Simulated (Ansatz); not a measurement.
# GeH₃− (singlet): from Hartree-Fock to the top rungs, aug-cc-pVDZ

An exercise on one series of results from a longer session: the logs are not shown, and one member is left open.

Program: Ansatz 0.2.0, Gaussian basis. Level of theory: aug-cc-pVDZ, core rule «outside noble gas», up to 14 orbitals frozen. These are calculated values, not measurements.

The runs, in order: UHF; CCSD(T) on RHF; CCSD(T) on UHF; BCCD(T) on RHF; CISD; CCSDT(Q) on RHF; CCSDT(Q) on UHF; CASSCF and MRCISD+Q, 8 electrons in 7 orbitals; CASSCF and NEVPT2, 8 electrons in 7 orbitals.

28 further runs of the same task are left out: 6 for a known fault of the program, 11 that didn't finish, 11 set aside as unsound or not needed. Runs told in other sessions of the task aren't counted.

### The system

The geometry is a PBE0/def2-TZVPD stationary point (not a proven minimum) of the parent state, kept for this charge and spin. No spin-orbit coupling is included. The filled d shell of Ge may be among the frozen orbitals whatever the setting's name suggests.

4 atoms, charge -1, spin multiplicity 1.

Atoms are counted from 1 here; the program's logs count them from 0.

Bond lengths: Ge1–H2 1.687 Å, Ge1–H3 1.687 Å, Ge1–H4 1.687 Å. Angles: H2–Ge1–H3 120.0°, H2–Ge1–H4 120.0°, H3–Ge1–H4 120.0°.

The first run:

The input, in.yaml:

```yaml
crystal:
  periodic: [false, false, false]
  atoms:
    - {symbol: Ge, position_ang: [0.000000, 0.000000, 0.000000]}
    - {symbol: H, position_ang: [1.685905, 0.046488, -0.006500]}
    - {symbol: H, position_ang: [-0.883179, 1.436779, 0.011900]}
    - {symbol: H, position_ang: [-0.802727, -1.483267, -0.005400]}
basis:
  gaussian: {orbitals: aug-cc-pVDZ}
total_charge: -1
magnetization: {spin_polarized: true, initial_magnetization: 0}
hamiltonian: {xc: hf}
output: {orbitals: {seedname: orbitals}}
```

On the command line:

```
$ ansatz run in.yaml --threads 1 --pin off --events-out ev --progress --plain --max-ram 2393MiB
```

Steps of the session up to this table: UHF; CCSD(T) on RHF; CCSD(T) on UHF; BCCD(T) on RHF; CISD; CCSDT(Q) on RHF; CCSDT(Q) on UHF; CASSCF and MRCISD+Q, 8 electrons in 7 orbitals; CASSCF and NEVPT2, 8 electrons in 7 orbitals.

One table of the session follows, with a row left open; its other results are not shown here.

It belongs to the step «Misses and costs». 

| method | from RCCSDT(Q) (meV) |
| --- | --- |
| RHF | +4603.2 |
| UHF | +4589.3 |
| RMP2 | +992.7 |
| CISD | +502.8 |
| RCCSD | +197.2 |
| RCCSD(T) | +39.1 |
| BCCD(T) | +38.2 |
| RCCSDT | +10.8 |
| RCCSDT(Q) | 0 |
| CASSCF valence | +3135.7 |
| NEVPT2 valence | +964.3 |
| MRCISD valence | ? |
| MRCISD+Q valence | +20.5 |

Q: Estimate the row for MRCISD valence from the others.

The run gave: from RCCSDT(Q) (meV): +264.7. In the column «from RCCSDT(Q) (meV)» it lies between RCCSD (+197.2) and CISD (+502.8).

Not comparable, so not listed: CCSD(T) on UHF; CCSDT(Q) on UHF (they don't share determinant, frozen orbitals or solution with the rows shown, or repeat one).

Limits of these values: Warnings: restricted reference is unstable; spin contamination.
